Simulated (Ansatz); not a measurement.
# CH5FSSn: up Jacob's ladder to CCSD(T)

An exercise on one series of results from a longer session: the logs are not shown, and one member is left open.

Computed with Ansatz 0.2.0, Gaussian basis. Level: functionals in def2-TZVPP, the program's frozen cores in correlated methods.

Levels to be run: PBE-D4, r2SCAN-D4, PBE0-D4, B3LYP-D4, ωB97X-V, ωB97M-V, B2PLYP; CCSD(T)/def2-TZVPP; MP2/def2-QZVPP; extrapolation to the limit.

**Structure used throughout**

An earlier PBE0-D4 in a triple-zeta def2 set relaxation fixed the geometry. Sn takes the def2 core potential; no spin-orbit term is included.

SMILES `FC[S][SnH3]`, 9 atoms, charge 0, spin multiplicity 1.

Atoms are counted from 1 here; the program's logs count them from 0.

Bond lengths: F1–C2 1.369 Å, C2–S3 1.820 Å, C2–H5 1.092 Å, C2–H6 1.093 Å, S3–Sn4 2.401 Å, Sn4–H7 1.707 Å, Sn4–H8 1.698 Å, Sn4–H9 1.707 Å. Angles: F1–C2–S3 108.0°, F1–C2–H5 108.2°, F1–C2–H6 108.3°, S3–C2–H5 110.7°, S3–C2–H6 110.7°, H5–C2–H6 110.8°, C2–S3–Sn4 98.1°, S3–Sn4–H7 108.9°, S3–Sn4–H8 105.2°, S3–Sn4–H9 108.8°, H7–Sn4–H8 112.1°, H7–Sn4–H9 109.6°, H8–Sn4–H9 112.1°.

Coordinates:

```csv
atom,x (Å),y (Å),z (Å)
F1,1.92611,2.04171,-0.72354
C2,0.81823,1.29320,-0.43170
S3,1.36714,-0.40192,-0.06198
Sn4,-0.78122,-1.35049,0.43606
H5,0.15884,1.30444,-1.30265
H6,0.32380,1.73739,0.43544
H7,-1.78442,-1.19830,-0.93683
H8,-0.47152,-2.97449,0.82252
H9,-1.46837,-0.49765,1.74558
```

The first run:

Input file in.yaml:

```yaml
crystal:
  periodic: [false, false, false]
  atoms:
    - {symbol: F, position_ang: [1.926110, 2.041715, -0.723542]}
    - {symbol: C, position_ang: [0.818227, 1.293204, -0.431696]}
    - {symbol: S, position_ang: [1.367140, -0.401921, -0.061984]}
    - {symbol: Sn, position_ang: [-0.781217, -1.350492, 0.436060]}
    - {symbol: H, position_ang: [0.158845, 1.304444, -1.302651]}
    - {symbol: H, position_ang: [0.323803, 1.737388, 0.435435]}
    - {symbol: H, position_ang: [-1.784421, -1.198298, -0.936829]}
    - {symbol: H, position_ang: [-0.471518, -2.974494, 0.822524]}
    - {symbol: H, position_ang: [-1.468369, -0.497647, 1.745582]}
basis:
  gaussian: {orbitals: def2-TZVPP}
hamiltonian: {xc: pbe, dispersion: d4}
output: {forces: true, orbitals: {seedname: orbitals}}
```

Launch:

```sh
$ ansatz run in.yaml --threads 4 --pin off --events-out ev --progress --plain --max-ram 10444MiB
```

Among the steps run: PBE-D4 (GGA); r2SCAN-D4 (meta-GGA); PBE0-D4 (hybrid); B3LYP-D4 (hybrid); ωB97X-V (range-separated); ωB97M-V (range-separated); B2PLYP (double hybrid); CCSD(T) in def2-TZVPP; MP2 in def2-QZVPP.

One of the session's tables, all rows but one given; the rest of the session is left out.

It belongs to the step «Atomisation energies». 

```
            method  atomisation energy (kJ/mol)
            PBE-D4                       2713.9
         r2SCAN-D4                       2678.4
           PBE0-D4                       2664.1
          B3LYP-D4                       2660.1
           ωB97X-V                       2699.9
           ωB97M-V                            ?
            B2PLYP                       2624.6
     HF/def2-TZVPP                       1867.8
    MP2/def2-TZVPP                       2616.7
   CCSD/def2-TZVPP                       2564.9
CCSD(T)/def2-TZVPP                       2610.4
           MP2/CBS                       2696.6
       CCSD(T)/CBS                       2690.3
```

Estimate the missing values for ωB97M-V.

The run gave: atomisation energy (kJ/mol): 2683.1. In the column «atomisation energy (kJ/mol)» it lies between r2SCAN-D4 (2678.4) and CCSD(T)/CBS (2690.3).

Caveats from the session: Free atoms (1 F, 1 C, 1 S, 1 Sn, 5 H) were run apart at each level; the atomisation energy is their sum less the molecule, without zero-point or spin-orbit terms.
